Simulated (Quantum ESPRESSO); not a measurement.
Crystal: GaGe3.

```xyz
4
Lattice="4.2785 0.0000 0.0000 0.0000 4.2785 0.0000 0.0000 0.0000 4.2785" Properties=species:S:1:pos:R:3 pbc="T T T"
Ge    2.1392    2.1392    0.0000
Ge    2.1392    0.0000    2.1392
Ge    0.0000    2.1392    2.1392
Ga    0.0000    0.0000    0.0000
```

The cell comes from a database or a generator and needn't be the stable form of this composition.

Base run:

- Program: Quantum ESPRESSO 7.5
- Functional: LDA
- Potentials or basis: GBRV 1.5 LDA
- Cutoff: 762 eV
- Density cutoff: 6095 eV
- k mesh: 6 × 6 × 6
- Occupations: fermi-dirac, width 0.05 eV
- Spin: no spin polarisation

Its results: band gap on the k mesh none (metal or under the smearing width); pressure -4.9 GPa.

Q: The run is repeated on the same cell with these changes: functional from LDA to PBEsol; potentials or basis from GBRV 1.5 LDA to GBRV 1.5 PBEsol. What comes out?

A: Band gap on the k mesh none (metal or under the smearing width); pressure -3.5 GPa.
